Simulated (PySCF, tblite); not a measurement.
**C4H7N3OSi: geometry, infrared bands and NMR shifts**

Wanted: the infrared bands and NMR shifts of C4H7N3OSi (`O=C[SiH2]Cc1ncn[nH]1`), by calculation.

The runs use tblite 0.8.0 and PySCF 2.14.0, with density-fitted response routines of our own; the level of theory stands in each step. All values are computed, except where a source is named. Atoms are numbered from 0 throughout.

### Step 1. The starting structure

16 atoms, charge 0, multiplicity 1; geometry from: force field or distance geometry start.

Bonds of the start (Å): O0–C1 1.24, C1–Si2 1.87, Si2–C3 1.86, C3–C4 1.49, C4–N5 1.32, N5–C6 1.37, C6–N7 1.34, N7–N8 1.35, N8–C4 1.37, C1–H9 1.10, Si2–H10 1.50, Si2–H11 1.49, C3–H12 1.11, C3–H13 1.10, C6–H14 1.08, N8–H15 1.03.

### Step 2. Relaxing the molecule with GFN2-xTB

Job settings and geometry (Å):

```
{"job": {"kind": "relax", "xc": "GFN2-xTB", "basis": "xTB"}, "charge": 0, "multiplicity": 1}
O     -1.653900     0.102200     1.723200
C     -2.348200     0.355500     0.726200
Si    -1.693700    -0.207700    -0.937000
C     -0.053700    -1.058200    -0.740500
C      1.033700    -0.224400    -0.156600
N      2.107200     0.211500    -0.785300
C      2.774600     0.908100     0.186700
N      2.176200     0.939700     1.383600
N      1.072500     0.203000     1.140400
H     -3.313000     0.877400     0.768100
H     -2.675900    -1.150200    -1.563900
H     -1.595800     0.951200    -1.867000
H     -0.193100    -1.947100    -0.085500
H      0.271500    -1.440000    -1.714400
H      3.717500     1.411500     0.027900
H      0.366600     0.076500     1.882700
```

Run with:

```sh
> OMP_NUM_THREADS=1 python probes_run.py task.json out
```

One launch serves the whole session: the jobs run in the order shown.

**Question.** This job is followed by: GFN2-xTB harmonic vibrations, gas phase; GIAO PBE0/pcSseg-1 NMR shielding, non-relativistic, gas phase. What will the session give for the following? strongest single infrared mode (GFN2-xTB); zero-point energy (GFN2-xTB); ¹³C shifts against TMS (PBE0/pcSseg-1); ¹H shifts against TMS (PBE0/pcSseg-1, means over atoms taken as alike); ¹⁷O shifts against H2O (PBE0/pcSseg-1); ²⁹Si shifts against TMS (PBE0/pcSseg-1); ¹⁵N shifts against NH3 (PBE0/pcSseg-1).

The runs gave:

| quantity | value |
| --- | --- |
| strongest single infrared mode (GFN2-xTB) | 2266 cm⁻¹, 283 km/mol |
| zero-point energy (GFN2-xTB) | 68.8 kcal/mol |
| ¹³C shifts against TMS (PBE0/pcSseg-1) | 252.8, 155.6, 155.2, 9.6 ppm |
| ¹H shifts against TMS (PBE0/pcSseg-1, means over atoms taken as alike) | 12.39, 11.31, 7.72, 4.43, 2.66 ppm |
| ¹⁷O shifts against H2O (PBE0/pcSseg-1) | 900.7 ppm |
| ²⁹Si shifts against TMS (PBE0/pcSseg-1) | -53.5 ppm |
| ¹⁵N shifts against NH3 (PBE0/pcSseg-1) | 333.6, 287.6, 234.1 ppm |

Over 69 steps the energy fell by 0.275 eV; of the close pairs, C1–Si2 changed most, 1.874 to 1.929 Å. All 42 modes are real, so the xTB geometry is a minimum. The strongest single mode, at 2266 cm⁻¹, moves mainly H10. GFN2-xTB is a fitted tight-binding method: band positions and strengths are rough. Its intensities can rank the bands wrongly. At PBE0/pcSseg-1: Shielding is most anisotropic at O0 (span 2001 ppm, paramagnetic term -969 ppm). NICS(1)zz of -31 ppm above the planar ring from C4 marks a diatropic (aromatic) ring current.
